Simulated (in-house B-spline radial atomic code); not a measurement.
**Ta²⁶⁺: binding energies from hole states**

Wanted: ΔSCF binding energies of Ta²⁶⁺.

Method: Dirac-Hartree-Fock, average of configuration, Fermi nucleus, basis-set limit. Code: in-house B-spline radial atomic code version 1.

### Step 1. The system

- element: tantalum (Z = 73)
- charge: +26
- electrons: 47
- configuration: [Kr] 4d10 4f1
- Hamiltonian: Dirac-Coulomb
- nucleus: Fermi, rms radius 5.351 fm

Outer shells as boxes (Hund's rule):

[Kr] 4d10 4f1
```
[Kr] core
4d [↑↓][↑↓][↑↓][↑↓][↑↓]
4f [↑ ][  ][  ][  ][  ][  ][  ]
```

The boxes draw the filling by Hund's rule, which heavy ions in jj coupling don't follow; these runs average over all states of the configuration.

The run's settings:

```ini
Z = 73
electrons = 47.0
configuration = [Kr] 4d10 4f1
hamiltonian = dirac
method = hf
spin_polarised = False
nucleus = fermi
rms_radius = 5.3507
mass_number = 181
atomic_mass = 180.947998528
speed_of_light = 137.035999084
```

From the earlier run of the reference: total energy -15317.820226 hartree. Levels, eight at most:

| orbital | occupation | energy (eV) | <r> (bohr) |
| --- | --- | --- | --- |
| 3d5/2 | 6 | -2639.95 | 0.1863 |
| 4s1/2 | 2 | -1387.61 | 0.4358 |
| 4p1/2 | 2 | -1283.30 | 0.4369 |
| 4p3/2 | 4 | -1207.68 | 0.4608 |
| 4d3/2 | 4 | -1033.56 | 0.4603 |
| 4d5/2 | 6 | -1018.35 | 0.4678 |
| 4f5/2 | 0.428571 | -823.48 | 0.4493 |
| 4f7/2 | 0.571429 | -820.03 | 0.4524 |

### Step 2. The 1s hole

Settings: those of step 1 with these lines changed.

```diff
@@ -1,4 +1,4 @@
 Z = 73
-electrons = 47.0
-configuration = [Kr] 4d10 4f1
+electrons = 46.0
+configuration = 1s1 2s2 2p6 3s2 3p6 3d10 4s2 4p6 4d10 4f1
 hamiltonian = dirac
```

The program writes no log. Results of the run, from its result record (rounded, main fields):

```text
{
  "status": "converged",
  "scf [iteration, energy, orbital gradient]": [
    [1, -12719.3613669, 3.59],
    [2, -12790.9031759, 0.933],
    [3, -12795.2102194, 0.341],
    [4, -12795.8212605, 0.125],
    [5, -12795.9155537, 0.0322],
    [6, -12795.9218112, 0.000666],
    [7, -12795.9218132, 3.61e-05],
    [8, -12795.9218132, 6.38e-07]
  ],
  "energy [hartree]": {"total": -12795.9218132, "kinetic": 14240.3993445, "nuclear": -30873.5968194, "coulomb": 4061.49381603, "exact_exchange": -224.218154283},
  "breit [hartree]": {"gaunt": 9.425669, "retardation": -1.26639, "frequency_dependence": -0.1725436},
  "qed [hartree]": {"self_energy": 8.11316, "uehling": -1.449644, "wichmann_kroll": 0.05638917},
  "recoil [hartree]": 0.02595742,
  "total_with_corrections [hartree]": -12781.1892164,
  "orbitals [hartree, bohr; first row names the columns]": [
    ["name", "occ", "eps", "<r>"],
    ["1s1/2", 1.0, -2570.4411, 0.018619],
    ["2s1/2", 2.0, -477.51111, 0.077515],
    ["2p1/2", 2.0, -460.34894, 0.063991],
    ["2p3/2", 4.0, -411.36346, 0.07182],
    ["3s1/2", 2.0, -138.30737, 0.20065],
    ["3p1/2", 2.0, -129.92861, 0.19018],
    ["3p3/2", 4.0, -119.09678, 0.20423],
    ["3d3/2", 4.0, -104.17501, 0.17858],
    ["3d5/2", 6.0, -101.81471, 0.18295],
    ["4s1/2", 2.0, -53.563901, 0.42845],
    ["4p1/2", 2.0, -49.829756, 0.42782],
    ["4p3/2", 4.0, -46.87417, 0.45149],
    ["4d3/2", 4.0, -40.361631, 0.44941],
    ["4d5/2", 6.0, -39.755841, 0.4569],
    ["4f5/2", 0.42857, -32.398415, 0.43669],
    ["4f7/2", 0.57143, -32.257932, 0.43978]
  ],
  "sum_r [bohr^k]": {"-1": 422.942, "1": 12.49547, "2": 5.12859},
  "energy_minus_base [hartree]": 2521.89841,
  "energy_minus_base_with_corrections [hartree]": 2509.62078
}
```

It took 0.65 s on 1 thread, shared host.

energy_minus_base is the energy less that of the reference run.

### Step 3. The 2s hole

Settings: those of step 2 with these lines changed.

```diff
@@ -2,3 +2,3 @@
 electrons = 46.0
-configuration = 1s1 2s2 2p6 3s2 3p6 3d10 4s2 4p6 4d10 4f1
+configuration = 1s2 2s1 2p6 3s2 3p6 3d10 4s2 4p6 4d10 4f1
 hamiltonian = dirac
```

From the record:

```text
{
  "status": "converged",
  "scf [iteration, energy, orbital gradient]": [
    [1, -14781.1499423, 3.59],
    [2, -14849.4795288, 1.01],
    [3, -14853.4728882, 0.367],
    [4, -14854.0423944, 0.131],
    [5, -14854.1308705, 0.0387],
    [6, -14854.1366616, 0.000811],
    [7, -14854.1366646, 2.9e-05],
    [8, -14854.1366646, 5.65e-07]
  ],
  "energy [hartree]": {"total": -14854.1366646, "kinetic": 16634.6873328, "nuclear": -35404.4136591, "coulomb": 4172.80686323, "exact_exchange": -257.217201562},
  "breit [hartree]": {"gaunt": 17.31791, "retardation": -1.851176, "frequency_dependence": -0.324194},
  "qed [hartree]": {"self_energy": 12.5546, "uehling": -2.322227, "wichmann_kroll": 0.09046884},
  "recoil [hartree]": 0.02804157,
  "total_with_corrections [hartree]": -14828.6432347,
  "orbitals [hartree, bohr; first row names the columns]": [
    ["name", "occ", "eps", "<r>"],
    ["1s1/2", 2.0, -2536.9505, 0.018662],
    ["2s1/2", 1.0, -474.08697, 0.078273],
    ["2p1/2", 2.0, -453.59846, 0.064664],
    ["2p3/2", 4.0, -406.34345, 0.072426],
    ["3s1/2", 2.0, -137.48781, 0.20145],
    ["3p1/2", 2.0, -128.97921, 0.19138],
    ["3p3/2", 4.0, -118.42608, 0.20524],
    ["3d3/2", 4.0, -104.04412, 0.1791],
    ["3d5/2", 6.0, -101.72494, 0.1834],
    ["4s1/2", 2.0, -53.357695, 0.42992],
    ["4p1/2", 2.0, -49.592574, 0.42973],
    ["4p3/2", 4.0, -46.704356, 0.45306],
    ["4d3/2", 4.0, -40.330058, 0.45001],
    ["4d5/2", 6.0, -39.734448, 0.45737],
    ["4f5/2", 0.42857, -32.459784, 0.43589],
    ["4f7/2", 0.57143, -32.318264, 0.43898]
  ],
  "sum_r [bohr^k]": {"-1": 485.0175, "1": 12.47151, "2": 5.145648},
  "energy_minus_base [hartree]": 463.683561,
  "energy_minus_base_with_corrections [hartree]": 462.166766
}
```

Wall time 0.65 s (1 thread, shared host).

### Step 4. The 2p1/2 hole

In configurations, a minus sign after the shell means j = l − 1/2 and a plus sign j = l + 1/2; the count of electrons follows.

Settings: those of step 3 with these lines changed.

```diff
@@ -2,3 +2,3 @@
 electrons = 46.0
-configuration = 1s2 2s1 2p6 3s2 3p6 3d10 4s2 4p6 4d10 4f1
+configuration = 1s2 2s2 2p-1 2p+4 3s2 3p6 3d10 4s2 4p6 4d10 4f1
 hamiltonian = dirac
```

From the record:

```text
{
  "status": "converged",
  "scf [iteration, energy, orbital gradient]": [
    [1, -14800.819498, 3.59],
    [2, -14869.7672226, 0.991],
    [3, -14873.8266306, 0.359],
    [4, -14874.405227, 0.128],
    [5, -14874.495028, 0.0382],
    [6, -14874.5009165, 0.000776],
    [7, -14874.5009194, 3e-05],
    [8, -14874.5009194, 5.61e-07]
  ],
  "energy [hartree]": {"total": -14874.5009194, "kinetic": 16663.5402239, "nuclear": -35437.0145481, "coulomb": 4156.83905962, "exact_exchange": -257.865654875},
  "breit [hartree]": {"gaunt": 16.61795, "retardation": -1.750327, "frequency_dependence": -0.3132055},
  "qed [hartree]": {"self_energy": 13.29284, "uehling": -2.451587, "wichmann_kroll": 0.09528768},
  "recoil [hartree]": 0.03005045,
  "total_with_corrections [hartree]": -14848.9799134,
  "orbitals [hartree, bohr; first row names the columns]": [
    ["name", "occ", "eps", "<r>"],
    ["1s1/2", 2.0, -2539.9413, 0.018649],
    ["2s1/2", 2.0, -473.79697, 0.077971],
    ["2p1/2", 1.0, -456.06705, 0.064899],
    ["2p3/2", 4.0, -408.03201, 0.072297],
    ["3s1/2", 2.0, -137.75658, 0.20133],
    ["3p1/2", 2.0, -128.91013, 0.19117],
    ["3p3/2", 4.0, -118.59975, 0.20499],
    ["3d3/2", 4.0, -103.9734, 0.17915],
    ["3d5/2", 6.0, -101.8407, 0.18314],
    ["4s1/2", 2.0, -53.420966, 0.42952],
    ["4p1/2", 2.0, -49.580326, 0.42974],
    ["4p3/2", 4.0, -46.74745, 0.45266],
    ["4d3/2", 4.0, -40.314064, 0.45013],
    ["4d5/2", 6.0, -39.761816, 0.45701],
    ["4f5/2", 0.42857, -32.446195, 0.43607],
    ["4f7/2", 0.57143, -32.306089, 0.43912]
  ],
  "sum_r [bohr^k]": {"-1": 485.4656, "1": 12.47724, "2": 5.142377},
  "energy_minus_base [hartree]": 443.319306,
  "energy_minus_base_with_corrections [hartree]": 441.830087
}
```

Wall time 0.64 s (1 thread, shared host).

### Step 5. The 2p3/2 hole

Settings: those of step 4 with these lines changed.

```diff
@@ -2,3 +2,3 @@
 electrons = 46.0
-configuration = 1s2 2s2 2p-1 2p+4 3s2 3p6 3d10 4s2 4p6 4d10 4f1
+configuration = 1s2 2s2 2p-2 2p+3 3s2 3p6 3d10 4s2 4p6 4d10 4f1
 hamiltonian = dirac
```

From the record:

```text
{
  "status": "converged",
  "scf [iteration, energy, orbital gradient]": [
    [1, -14847.8815427, 3.59],
    [2, -14916.4282525, 0.976],
    [3, -14920.4489378, 0.354],
    [4, -14921.0222533, 0.129],
    [5, -14921.1112694, 0.0376],
    [6, -14921.1171041, 0.000794],
    [7, -14921.1171071, 3.01e-05],
    [8, -14921.1171071, 5.76e-07]
  ],
  "energy [hartree]": {"total": -14921.1171071, "kinetic": 16823.2261439, "nuclear": -35652.4681482, "coulomb": 4167.31671845, "exact_exchange": -259.191821318},
  "breit [hartree]": {"gaunt": 17.13307, "retardation": -1.750663, "frequency_dependence": -0.2508681},
  "qed [hartree]": {"self_energy": 13.24159, "uehling": -2.461856, "wichmann_kroll": 0.0957444},
  "recoil [hartree]": 0.02974761,
  "total_with_corrections [hartree]": -14895.080343,
  "orbitals [hartree, bohr; first row names the columns]": [
    ["name", "occ", "eps", "<r>"],
    ["1s1/2", 2.0, -2537.715, 0.018654],
    ["2s1/2", 2.0, -473.26568, 0.078019],
    ["2p1/2", 2.0, -454.75166, 0.064627],
    ["2p3/2", 3.0, -407.60358, 0.072725],
    ["3s1/2", 2.0, -137.68541, 0.20142],
    ["3p1/2", 2.0, -129.07974, 0.19126],
    ["3p3/2", 4.0, -118.40804, 0.20497],
    ["3d3/2", 4.0, -104.12233, 0.17894],
    ["3d5/2", 6.0, -101.68149, 0.18344],
    ["4s1/2", 2.0, -53.403396, 0.42965],
    ["4p1/2", 2.0, -49.617086, 0.42954],
    ["4p3/2", 4.0, -46.701808, 0.45303],
    ["4d3/2", 4.0, -40.349104, 0.44978],
    ["4d5/2", 6.0, -39.726197, 0.45744],
    ["4f5/2", 0.42857, -32.455541, 0.43594],
    ["4f7/2", 0.57143, -32.313169, 0.43905]
  ],
  "sum_r [bohr^k]": {"-1": 488.4171, "1": 12.4744, "2": 5.144725},
  "energy_minus_base [hartree]": 396.703119,
  "energy_minus_base_with_corrections [hartree]": 395.729658
}
```

Run time: 0.65 s. Hardware: 1 thread, shared host.

### Step 6. The 3s hole

Settings: those of step 5 with these lines changed.

```diff
@@ -2,3 +2,3 @@
 electrons = 46.0
-configuration = 1s2 2s2 2p-2 2p+3 3s2 3p6 3d10 4s2 4p6 4d10 4f1
+configuration = 1s2 2s2 2p6 3s1 3p6 3d10 4s2 4p6 4d10 4f1
 hamiltonian = dirac
```

From the record:

```text
{
  "status": "converged",
  "scf [iteration, energy, orbital gradient]": [
    [1, -15118.943507, 4.35],
    [2, -15181.0319024, 1.16],
    [3, -15184.4045656, 0.427],
    [4, -15184.8917336, 0.158],
    [5, -15184.9687957, 0.0407],
    [6, -15184.9736424, 0.001],
    [7, -15184.9736456, 2.04e-05],
    [8, -15184.9736456, 5.01e-07]
  ],
  "energy [hartree]": {"total": -15184.9736456, "kinetic": 17058.8361686, "nuclear": -36227.5337754, "coulomb": 4251.62744023, "exact_exchange": -267.903479106},
  "breit [hartree]": {"gaunt": 18.11305, "retardation": -1.918636, "frequency_dependence": -0.3154078},
  "qed [hartree]": {"self_energy": 13.12426, "uehling": -2.426796, "wichmann_kroll": 0.09444087},
  "recoil [hartree]": 0.0288669,
  "total_with_corrections [hartree]": -15158.2738633,
  "orbitals [hartree, bohr; first row names the columns]": [
    ["name", "occ", "eps", "<r>"],
    ["1s1/2", 2.0, -2529.4028, 0.018662],
    ["2s1/2", 2.0, -469.07981, 0.078342],
    ["2p1/2", 2.0, -449.14989, 0.064943],
    ["2p3/2", 4.0, -402.35316, 0.072739],
    ["3s1/2", 1.0, -136.86824, 0.2032],
    ["3p1/2", 2.0, -127.55103, 0.19267],
    ["3p3/2", 4.0, -117.15777, 0.20666],
    ["3d3/2", 4.0, -102.80249, 0.18083],
    ["3d5/2", 6.0, -100.56405, 0.1851],
    ["4s1/2", 2.0, -53.145239, 0.43096],
    ["4p1/2", 2.0, -49.375729, 0.4316],
    ["4p3/2", 4.0, -46.507099, 0.45492],
    ["4d3/2", 4.0, -40.14141, 0.45235],
    ["4d5/2", 6.0, -39.558357, 0.45964],
    ["4f5/2", 0.42857, -32.469748, 0.43672],
    ["4f7/2", 0.57143, -32.330667, 0.43974]
  ],
  "sum_r [bohr^k]": {"-1": 496.2943, "1": 12.41438, "2": 5.157532},
  "energy_minus_base [hartree]": 132.84658,
  "energy_minus_base_with_corrections [hartree]": 132.536137
}
```

Wall time 0.64 s (1 thread, shared host).

### Step 7. The 3p1/2 hole

Settings: those of step 6 with these lines changed.

```diff
@@ -2,3 +2,3 @@
 electrons = 46.0
-configuration = 1s2 2s2 2p6 3s1 3p6 3d10 4s2 4p6 4d10 4f1
+configuration = 1s2 2s2 2p6 3s2 3p-1 3p+4 3d10 4s2 4p6 4d10 4f1
 hamiltonian = dirac
```

From the record:

```text
{
  "status": "converged",
  "scf [iteration, energy, orbital gradient]": [
    [1, -15127.4358452, 4.15],
    [2, -15189.9740663, 1.15],
    [3, -15193.3542777, 0.423],
    [4, -15193.8438575, 0.157],
    [5, -15193.9215819, 0.0404],
    [6, -15193.926424, 0.000945],
    [7, -15193.9264273, 2.1e-05],
    [8, -15193.9264273, 4.91e-07]
  ],
  "energy [hartree]": {"total": -15193.9264273, "kinetic": 17070.6414846, "nuclear": -36242.893338, "coulomb": 4246.67958818, "exact_exchange": -268.354162069},
  "breit [hartree]": {"gaunt": 17.97905, "retardation": -1.899994, "frequency_dependence": -0.31549},
  "qed [hartree]": {"self_energy": 13.29084, "uehling": -2.455642, "wichmann_kroll": 0.09550892},
  "recoil [hartree]": 0.02930604,
  "total_with_corrections [hartree]": -15167.202853,
  "orbitals [hartree, bohr; first row names the columns]": [
    ["name", "occ", "eps", "<r>"],
    ["1s1/2", 2.0, -2529.9287, 0.01866],
    ["2s1/2", 2.0, -469.48767, 0.078259],
    ["2p1/2", 2.0, -449.21296, 0.065001],
    ["2p3/2", 4.0, -402.66047, 0.07272],
    ["3s1/2", 2.0, -136.47005, 0.20254],
    ["3p1/2", 1.0, -128.11971, 0.19339],
    ["3p3/2", 4.0, -117.49669, 0.20649],
    ["3d3/2", 4.0, -102.65906, 0.1807],
    ["3d5/2", 6.0, -100.73066, 0.185],
    ["4s1/2", 2.0, -53.213503, 0.43112],
    ["4p1/2", 2.0, -49.320831, 0.43122],
    ["4p3/2", 4.0, -46.535136, 0.45471],
    ["4d3/2", 4.0, -40.144794, 0.45229],
    ["4d5/2", 6.0, -39.575954, 0.45941],
    ["4f5/2", 0.42857, -32.448184, 0.43704],
    ["4f7/2", 0.57143, -32.345768, 0.43938]
  ],
  "sum_r [bohr^k]": {"-1": 496.5051, "1": 12.41946, "2": 5.15753},
  "energy_minus_base [hartree]": 123.893799,
  "energy_minus_base_with_corrections [hartree]": 123.607148
}
```

Wall time 0.64 s (1 thread, shared host).

### Step 8. The 3p3/2 hole

Settings: those of step 7 with these lines changed.

```diff
@@ -2,3 +2,3 @@
 electrons = 46.0
-configuration = 1s2 2s2 2p6 3s2 3p-1 3p+4 3d10 4s2 4p6 4d10 4f1
+configuration = 1s2 2s2 2p6 3s2 3p-2 3p+3 3d10 4s2 4p6 4d10 4f1
 hamiltonian = dirac
```

From the record:

```text
{
  "status": "converged",
  "scf [iteration, energy, orbital gradient]": [
    [1, -15138.7474835, 4.27],
    [2, -15200.3188296, 1.07],
    [3, -15203.6094542, 0.396],
    [4, -15204.0865892, 0.147],
    [5, -15204.1624445, 0.0377],
    [6, -15204.1671597, 0.000964],
    [7, -15204.167163, 2.03e-05],
    [8, -15204.167163, 4.77e-07]
  ],
  "energy [hartree]": {"total": -15204.167163, "kinetic": 17105.9332035, "nuclear": -36293.8284685, "coulomb": 4252.67983023, "exact_exchange": -268.951728178},
  "breit [hartree]": {"gaunt": 18.08391, "retardation": -1.899634, "frequency_dependence": -0.2999388},
  "qed [hartree]": {"self_energy": 13.28129, "uehling": -2.458259, "wichmann_kroll": 0.09562427},
  "recoil [hartree]": 0.02922481,
  "total_with_corrections [hartree]": -15177.334945,
  "orbitals [hartree, bohr; first row names the columns]": [
    ["name", "occ", "eps", "<r>"],
    ["1s1/2", 2.0, -2529.3898, 0.018661],
    ["2s1/2", 2.0, -469.21785, 0.078274],
    ["2p1/2", 2.0, -449.18964, 0.064935],
    ["2p3/2", 4.0, -402.26605, 0.072802],
    ["3s1/2", 2.0, -136.35978, 0.20258],
    ["3p1/2", 2.0, -127.77843, 0.19267],
    ["3p3/2", 3.0, -117.45573, 0.20749],
    ["3d3/2", 4.0, -102.81048, 0.18086],
    ["3d5/2", 6.0, -100.433, 0.1851],
    ["4s1/2", 2.0, -53.194702, 0.43129],
    ["4p1/2", 2.0, -49.382564, 0.43158],
    ["4p3/2", 4.0, -46.481261, 0.45431],
    ["4d3/2", 4.0, -40.13853, 0.45239],
    ["4d5/2", 6.0, -39.54748, 0.45979],
    ["4f5/2", 0.42857, -32.469533, 0.43674],
    ["4f7/2", 0.57143, -32.309817, 0.44014]
  ],
  "sum_r [bohr^k]": {"-1": 497.2028, "1": 12.41188, "2": 5.156622},
  "energy_minus_base [hartree]": 113.653063,
  "energy_minus_base_with_corrections [hartree]": 113.475056
}
```

It took 0.65 s on 1 thread, shared host.

### Step 9. The 3d3/2 hole

Settings: those of step 8 with these lines changed.

```diff
@@ -2,3 +2,3 @@
 electrons = 46.0
-configuration = 1s2 2s2 2p6 3s2 3p-2 3p+3 3d10 4s2 4p6 4d10 4f1
+configuration = 1s2 2s2 2p6 3s2 3p6 3d-3 3d+6 4s2 4p6 4d10 4f1
 hamiltonian = dirac
```

From the record:

```text
{
  "status": "converged",
  "scf [iteration, energy, orbital gradient]": [
    [1, -15152.6944606, 3.68],
    [2, -15215.2001381, 1.06],
    [3, -15218.5087712, 0.403],
    [4, -15218.9904876, 0.154],
    [5, -15219.0674212, 0.0369],
    [6, -15219.0721473, 0.000773],
    [7, -15219.07215, 2.37e-05],
    [8, -15219.07215, 4.32e-07]
  ],
  "energy [hartree]": {"total": -15219.07215, "kinetic": 17122.1868973, "nuclear": -36316.1179458, "coulomb": 4244.41347031, "exact_exchange": -269.554571728},
  "breit [hartree]": {"gaunt": 18.15978, "retardation": -1.920904, "frequency_dependence": -0.313647},
  "qed [hartree]": {"self_energy": 13.30693, "uehling": -2.458379, "wichmann_kroll": 0.09563561},
  "recoil [hartree]": 0.02926229,
  "total_with_corrections [hartree]": -15192.1734709,
  "orbitals [hartree, bohr; first row names the columns]": [
    ["name", "occ", "eps", "<r>"],
    ["1s1/2", 2.0, -2529.28, 0.018663],
    ["2s1/2", 2.0, -469.64492, 0.078277],
    ["2p1/2", 2.0, -449.37854, 0.064923],
    ["2p3/2", 4.0, -402.79357, 0.072743],
    ["3s1/2", 2.0, -136.82705, 0.20237],
    ["3p1/2", 2.0, -127.76202, 0.19258],
    ["3p3/2", 4.0, -117.63421, 0.20637],
    ["3d3/2", 3.0, -103.08978, 0.18185],
    ["3d5/2", 6.0, -100.9087, 0.18479],
    ["4s1/2", 2.0, -53.241808, 0.43095],
    ["4p1/2", 2.0, -49.397184, 0.43139],
    ["4p3/2", 4.0, -46.550322, 0.45457],
    ["4d3/2", 4.0, -40.131718, 0.45125],
    ["4d5/2", 6.0, -39.600979, 0.45912],
    ["4f5/2", 0.42857, -32.426342, 0.43732],
    ["4f7/2", 0.57143, -32.3514, 0.43916]
  ],
  "sum_r [bohr^k]": {"-1": 497.5082, "1": 12.42542, "2": 5.157799},
  "energy_minus_base [hartree]": 98.7480759,
  "energy_minus_base_with_corrections [hartree]": 98.6365298
}
```

Wall time 0.64 s (1 thread, shared host).

### Step 10. Binding energies

| hole | ΔSCF (eV) | with Breit, QED, recoil (eV) | −ε of the parent (eV) | −ε less ΔSCF (eV) |
| --- | --- | --- | --- | --- |
| 1s | 68624.4 | 68290.3 | 68692.1 | 67.76 |
| 2s | 12617.5 | 12576.2 | 12649.6 | 32.17 |
| 2p1/2 | 12063.3 | 12022.8 | 12100.0 | 36.71 |
| 2p3/2 | 10794.8 | 10768.4 | 10828.5 | 33.68 |
| 3s | 3614.94 | 3606.49 | 3625.88 | 10.94 |
| 3p1/2 | 3371.32 | 3363.52 | 3383.15 | 11.83 |
| 3p3/2 | 3092.66 | 3087.81 | 3103.33 | 10.67 |
| 3d3/2 | 2687.07 | 2684.04 | 2699.99 | 12.91 |

Relaxation of the remaining electrons brings each binding energy under −ε, by 67.8 eV for 1s and 12.91 eV for 3d3/2. The difference of the 1s and 2p3/2 holes gives a Kα1 line at 57521.9 eV for this charge state (with Breit, QED and recoil). The spin-orbit splitting of the 2p hole is 1254.46 eV with those corrections. Values are for the free ion, measured from the vacuum level.
